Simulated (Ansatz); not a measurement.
# ClF₂GeH₂N: basis-set convergence

The task here is to estimate one member of a computed series from the others.

The runs use Ansatz 0.2.0, Gaussian basis; one geometry, several basis sets.

Levels to be run: PBE0-D4/def2-SVP; ωB97M-V/def2-SVP; PBE0-D4/def2-QZVPP; ωB97M-V/def2-QZVPP; the functionals' def2-TZVPP values are taken from earlier runs.

## The relaxed structure

An earlier PBE0-D4 in a triple-zeta def2 set relaxation fixed the geometry.

SMILES `[NH2][Ge]([F])([F])[Cl]`, 7 atoms, charge 0, spin multiplicity 1.

Atoms are counted from 1 here; the program's logs count them from 0.

Bond lengths: N1–Ge2 1.790 Å, N1–H6 1.010 Å, N1–H7 1.010 Å, Ge2–F3 1.710 Å, Ge2–F4 1.719 Å, Ge2–Cl5 2.106 Å. Angles: Ge2–N1–H6 115.1°, Ge2–N1–H7 115.4°, H6–N1–H7 110.8°, N1–Ge2–F3 108.9°, N1–Ge2–F4 115.3°, N1–Ge2–Cl5 111.2°, F3–Ge2–F4 103.2°, F3–Ge2–Cl5 110.2°, F4–Ge2–Cl5 107.6°.

The first run:

in.yaml

```yaml
crystal:
  periodic: [false, false, false]
  atoms:
    - {symbol: N, position_ang: [-0.315308, 0.773676, 0.837510]}
    - {symbol: Ge, position_ang: [0.038984, -0.394862, -0.471014]}
    - {symbol: F, position_ang: [-1.378472, -1.287664, -0.815795]}
    - {symbol: F, position_ang: [1.185465, -1.613200, -0.076158]}
    - {symbol: Cl, position_ang: [0.722089, 0.585549, -2.205563]}
    - {symbol: H, position_ang: [0.372800, 1.502616, 0.957699]}
    - {symbol: H, position_ang: [-0.564358, 0.365885, 1.727622]}
basis:
  gaussian: {orbitals: def2-SVP}
hamiltonian: {xc: pbe0, dispersion: d4}
output: {orbitals: {seedname: orbitals}}
```

On the command line:

```bash
$ ansatz run in.yaml --threads 4 --pin off --events-out ev --progress --plain --max-ram 10444MiB
```

Steps of the session up to this table: PBE0-D4 in def2-SVP; ωB97M-V in def2-SVP; PBE0-D4 in def2-QZVPP; ωB97M-V in def2-QZVPP.

One table of the session follows, with a row left open; its other results are not shown here.

It belongs to the step «Density functionals: the series». 

```
functional       basis  HOMO (eV)
   PBE0-D4    def2-SVP      -8.69
   PBE0-D4  def2-TZVPP      -8.89
   PBE0-D4  def2-QZVPP      -8.95
   ωB97M-V    def2-SVP          ?
   ωB97M-V  def2-TZVPP     -11.31
   ωB97M-V  def2-QZVPP     -11.37
```

**Question.** Estimate the row for ωB97M-V, def2-SVP.

**Answer.** HOMO (eV): -11.08. In the column «HOMO (eV)» it lies between ωB97M-V, def2-TZVPP (-11.31) and PBE0-D4, def2-QZVPP (-8.95).
